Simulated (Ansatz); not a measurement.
Runs of Ansatz 0.2.0 on Ti3Se. It takes space group P-6m2 (No. 187, hexagonal). The conventional cell has a = 3.197 Å, b = 3.197 Å, c = 7.943 Å, α = 90.00°, β = 90.00°, γ = 120.00°. Se (site symmetry -6m2) has 6 Ti at 2.58 Å as nearest neighbours. Around Ti (site symmetry -6m2) lie 12 Ti at 2.85 to 3.20 Å. Ti (site symmetry 3m) has 3 Se at 2.58 Å and 3 Ti at 2.85 Å as nearest neighbours. The cell comes from a database or a generator and needn't be the stable form of this composition.

| task | level | spin | k mesh | points for each segment of the path | atoms under strain | gap on the mesh (eV) | pressure (GPa) | largest force (eV/Å) |
| --- | --- | --- | --- | --- | --- | --- | --- | --- |
| phonons | PBEsol | off | 8 × 8 × 4 | - | - | none | - | - |
| band structure | PBE | off | 10 × 10 × 4 | 14 | - | none | 0.1 | 0.02 |
| elastic constants | PBEsol | off | 8 × 8 × 4 | - | relaxed | none | -4.2 | - |
| band structure | PBEsol | SOC, no magnetisation | 10 × 10 × 4 | 14 | - | none | (b) | (a) |

Alike in all rows: potentials or basis Ansatz PAW; cell as given; cutoff (eV) 420; smearing fermi-dirac 0.05 eV.

Q: Estimate the missing entries.

A: (a) 0.10; (b) -4.4.

Caveats: the PAW data sets come from PBE, with cores solved anew for the run's functional, which leaves a small shift of forces and pressure (some runs); the cell is more than 3 GPa from zero pressure, which shifts response properties (some runs); elastic constants of metals need much finer meshes, so these are rough (some runs).

A k mesh can miss the band edges, and rows without SOC leave out spin-orbit coupling on Se.

A gap of «none» marks a metal or a gap under the smearing width.
